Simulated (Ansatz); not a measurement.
C₂H₆GeNO₂ (charge -1), SMILES C[NH][GeH2][C](=O)[O-], a single point in a Gaussian basis

Computed with Ansatz 0.2.0, Python API.

The cells in order, each with its output:

In [1]:
```python
from pathlib import Path
import json

import ansatz as az
import numpy as np
import pandas as pd
```

In [2]:
```python
params = {
    "basis_set": "def2-SVP",
    "functional": "b3lyp",
    "charge": -1,
}

geometry = (
    az.Crystal.molecule()
    .atom("C", (-1.9605, 0.099, -0.1006))
    .atom("N", (-0.738, -0.0654, 0.6789))
    .atom("Ge", (0.7343, 0.2037, -0.4437))
    .atom("C", (2.3497, -0.0493, 0.5559))
    .atom("O", (2.8873, 0.9268, 1.1394))
    .atom("O", (2.899, -1.3182, 0.6765))
    .atom("H", (-2.8397, -0.0747, 0.5549))
    .atom("H", (-1.9968, -0.6299, -0.9403))
    .atom("H", (-2.0262, 1.1347, -0.4978))
    .atom("H", (-0.6958, -1.0598, 0.9995))
    .atom("H", (0.6982, 1.6462, -1.0099))
    .atom("H", (0.6887, -0.8132, -1.6128))
)
```

In [3]:
```python
setup = (
    geometry.calculation()
    .basis(gaussian=params["basis_set"])
    .functional(params["functional"])
    .charge(params["charge"])
    .forces()
    .orbitals()
)
res = setup.run(threads=1, pin="off", runs_dir="out")
data = res.report
```

In [4]:
```python
data["positions_ang"]
```
Out [4]:
```text
[[-1.9605, 0.099, -0.1006], [-0.738, -0.0654, 0.6789], [0.7343, 0.2037, -0.4437],
 [2.3497, -0.0493, 0.5559], [2.8873, 0.9268, 1.1394], [2.899, -1.3182, 0.6765],
 [-2.8397, -0.0747, 0.5549], [-1.9968, -0.6299, -0.9403], [-2.0262, 1.1347, -0.4978],
 [-0.6958, -1.0598, 0.9995], [0.6982, 1.6462, -1.0099], [0.6887, -0.8132, -1.6128]]
```

In [5]:
```python
data["converged"], data["free_energy_ev"]
```
Out [5]:
```text
(True, -64262.558687360644)
```

In [6]:
```python
for key in ("converged", "free_energy_ev", "reference_energy_ev", "n_frozen", "n_occupied", "n_virtual"):
    print(f"{key:22s} {data[key]}")
```
```text
converged              True
free_energy_ev         -64262.558687360644
reference_energy_ev    -64262.558687360644
n_frozen               0
n_occupied             [37, 37]
n_virtual              [95, 95]
```

In [7]:
```python
field = data["mean_field"]
print("<S^2> =", round(abs(field["state"]["spin_squared"]), 4), " all-electron relativity setting:", field["relativity"])
print("passes:", field["passes"])
if "symmetry" in field:
    print("occupied orbitals by irrep:", field["symmetry"]["occupied"])
```
```text
<S^2> = 0.0  all-electron relativity setting: none
passes: {'evaluations': 18, 'products': 13}
occupied orbitals by irrep: [{'A': 37}, {'A': 37}]
```

In [8]:
```python
symbols = [site.symbol for site in geometry.cartesian_sites]
forces = np.array(data["forces_ev_ang"])
print("largest force", round(float(np.linalg.norm(forces, axis=1).max()), 4), "eV/A, rms", round(float(np.sqrt((forces ** 2).mean())), 4))

charges = data["charge_distribution"]
table = pd.DataFrame({"atom": symbols, "mulliken": charges["mulliken_charges_e"], "lowdin": charges["lowdin_charges_e"]})
print(table.round(3).to_string())
print("dipole (e A):", np.round(charges["dipole_moment_e_ang"], 4) + 0.0)
```
```text
largest force 7.4958 eV/A, rms 1.6032
   atom  mulliken  lowdin
0     C     0.120   0.030
1     N    -0.409   0.002
2    Ge     0.392   0.014
3     C     0.105  -0.343
4     O    -0.390  -0.147
5     O    -0.534  -0.311
6     H    -0.028  -0.034
7     H    -0.025  -0.032
8     H     0.004  -0.013
9     H     0.110   0.020
10    H    -0.162  -0.088
11    H    -0.182  -0.098
dipole (e A): [-1.6688  0.1366 -0.7063]
```

In [9]:
```python
lines = Path(data["orbitals_path"]).read_text().splitlines()
field_of = lambda key: [line.split("=")[1].strip() for line in lines if line.startswith(key)]
orbitals = [(27.211386 * float(e), s, float(n)) for e, s, n in zip(field_of("Ene="), field_of("Spin="), field_of("Occup="))]
homo = max(e for e, _, n in orbitals if n > 0.5)
lumo = min(e for e, _, n in orbitals if n < 0.5)
print(f"HOMO {homo:.3f} eV, LUMO {lumo:.3f} eV, gap {lumo - homo:.3f} eV")
with open("c2h6geno2.json", "w") as handle:
    json.dump({k: data[k] for k in ("free_energy_ev", "reference_energy_ev", "n_occupied", "n_virtual")}, handle, indent=1)
```
```text
HOMO -0.220 eV, LUMO 4.295 eV, gap 4.515 eV
```

`c2h6geno2.json`, as written:
```json
{
 "free_energy_ev": -64262.558687360644,
 "reference_energy_ev": -64262.558687360644,
 "n_occupied": [
  37,
  37
 ],
 "n_virtual": [
  95,
  95
 ]
}
```

These settings explore the input space; basis and method may be short of convergence. The geometry is a force-field or estimated start, not a minimum of this method, and the basis set is short of its limit. The Löwdin charges here are taken after orthogonalising the functions within each atom; they differ from plain Löwdin charges, and their signs can be unphysical. An ion's dipole depends on the origin; the program takes it about the centre of nuclear charge. b3lyp holds the VWN-RPA fit, as in Gaussian; the form of ORCA and Turbomole is b3lyp5. Levels such as HOMO and LUMO are orbital energies: with these approximate functionals they aren't the ionisation energy and electron affinity, and their gap isn't the fundamental gap. Anions want diffuse functions, which this basis lacks. The whole script took 9.3 s on 1 thread of Arm Neoverse V1, on a shared host, peak memory 0.43 GiB.
